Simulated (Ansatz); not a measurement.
# C4H8F2O2Si2: up Jacob's ladder to CCSD(T)

One table from this session's results is given with a row withheld; the runs are named, their logs left out.

The runs use Ansatz 0.2.0, Gaussian basis; functionals in def2-TZVPP, the program's frozen cores in correlated methods.

Levels to be run: LDA (SPW92), PBE-D4, revPBE-D4, BLYP-D4, r2SCAN-D4, B97M-V, PBE0-D4, B3LYP-D4, r2SCANh-D4, r2SCAN0-D4, HSE06-D4, BHLYP-D4, CAM-B3LYP-D4, LC-ωPBE, ωB97X-V, ωB97M-V, B2PLYP, PBE-QIDH; CCSD(T)/def2-SVP; CCSD(T)/def2-TZVPP; MP2/def2-QZVPP; extrapolation to the limit; RPA on PBE.

## The geometry

An earlier PBE0-D4 in a triple-zeta def2 set relaxation fixed the geometry.

18 atoms, charge 0, spin multiplicity 1.

Atoms are counted from 1 here; the program's logs count them from 0.

Bond lengths: C1–O2 1.415 Å, C1–H11 1.093 Å, C1–H12 1.090 Å, C1–H13 1.094 Å, O2–Si3 1.615 Å, Si3–F4 1.593 Å, Si3–C5 1.827 Å, Si3–H14 1.469 Å, C5–C6 1.214 Å, C6–Si7 1.827 Å, Si7–F8 1.593 Å, Si7–O9 1.615 Å, Si7–H15 1.469 Å, O9–C10 1.415 Å, C10–H16 1.090 Å, C10–H17 1.094 Å, C10–H18 1.093 Å. Angles: O2–C1–H11 110.6°, O2–C1–H12 108.0°, O2–C1–H13 111.3°, H11–C1–H12 108.9°, H11–C1–H13 109.1°, H12–C1–H13 108.9°, C1–O2–Si3 126.7°, O2–Si3–F4 111.4°, O2–Si3–C5 110.3°, O2–Si3–H14 107.9°, F4–Si3–C5 106.1°, F4–Si3–H14 108.6°, C5–Si3–H14 112.6°, Si3–C5–C6 178.3°, C5–C6–Si7 178.3°, C6–Si7–F8 106.1°, C6–Si7–O9 110.3°, C6–Si7–H15 112.6° and more.

Set-up of the first run:

Contents of in.yaml:

```yaml
crystal:
  periodic: [false, false, false]
  atoms:
    - {symbol: C, position_ang: [-0.232223, 1.165442, -3.295453]}
    - {symbol: O, position_ang: [1.029430, 0.544507, -3.140225]}
    - {symbol: Si, position_ang: [1.438673, -0.544360, -2.020596]}
    - {symbol: F, position_ang: [0.743188, -1.950409, -2.295382]}
    - {symbol: C, position_ang: [0.860296, -0.007121, -0.372849]}
    - {symbol: C, position_ang: [0.483025, 0.383438, 0.712810]}
    - {symbol: Si, position_ang: [-0.058203, 0.929839, 2.370141]}
    - {symbol: F, position_ang: [-1.389807, 1.773438, 2.143549]}
    - {symbol: O, position_ang: [-0.324386, -0.347174, 3.321522]}
    - {symbol: C, position_ang: [-1.044585, -1.517458, 2.985051]}
    - {symbol: H, position_ang: [-0.937565, 0.486171, -3.781140]}
    - {symbol: H, position_ang: [-0.098668, 2.045826, -3.924396]}
    - {symbol: H, position_ang: [-0.643076, 1.478122, -2.330587]}
    - {symbol: H, position_ang: [2.895794, -0.722636, -2.077072]}
    - {symbol: H, position_ang: [0.933209, 1.787091, 3.033759]}
    - {symbol: H, position_ang: [-0.794429, -2.287666, 3.714888]}
    - {symbol: H, position_ang: [-0.777250, -1.875396, 1.986089]}
    - {symbol: H, position_ang: [-2.120920, -1.330354, 3.021591]}
basis:
  gaussian: {orbitals: def2-TZVPP}
hamiltonian: {xc: lda}
output: {orbitals: {seedname: orbitals}}
```

Among the steps run: LDA; PBE-D4 (GGA); revPBE-D4 (GGA); BLYP-D4 (GGA); r2SCAN-D4 (meta-GGA); B97M-V (meta-GGA); PBE0-D4 (hybrid); B3LYP-D4 (hybrid); r2SCANh-D4 (hybrid); r2SCAN0-D4 (hybrid); HSE06-D4 (hybrid); BHLYP-D4 (hybrid); CAM-B3LYP-D4 (range-separated); LC-ωPBE (range-separated); ωB97X-V (range-separated); ωB97M-V (range-separated); B2PLYP (double hybrid); PBE-QIDH (double hybrid).

One table of the session follows, with a row left open; its other results are not shown here.

It belongs to the step «Orbital energies across the functionals». 

| functional | HOMO (eV) | gap (eV) |
| --- | --- | --- |
| LDA (SPW92) | -7.43 | 5.08 |
| PBE-D4 | -7.25 | 5.18 |
| revPBE-D4 | -7.18 | 5.22 |
| BLYP-D4 | -7.12 | 5.23 |
| r2SCAN-D4 | -7.57 | 5.66 |
| B97M-V | -7.65 | 5.73 |
| PBE0-D4 | -8.69 | 7.50 |
| B3LYP-D4 | -8.42 | 7.06 |
| r2SCANh-D4 | -8.11 | 6.52 |
| r2SCAN0-D4 | -8.89 | 7.79 |
| HSE06-D4 | -8.28 | 6.71 |
| BHLYP-D4 | ? | ? |
| CAM-B3LYP-D4 | -10.06 | 10.00 |
| LC-ωPBE | -11.47 | 12.53 |
| ωB97X-V | -11.08 | 12.05 |
| ωB97M-V | -10.98 | 11.81 |

**Question.** Estimate the row for BHLYP-D4.

Worked estimate for «HOMO (eV)». Against the share of exact exchange, BLYP-D4 (0, -7.12), B3LYP-D4 (0.2, -8.42) give a slope of -6.50 per unit share; at 0.5 the line stands at -10.37.

**Answer.** HOMO (eV): -9.84; gap (eV): 9.69. In «HOMO (eV)» the line misses by -0.53.
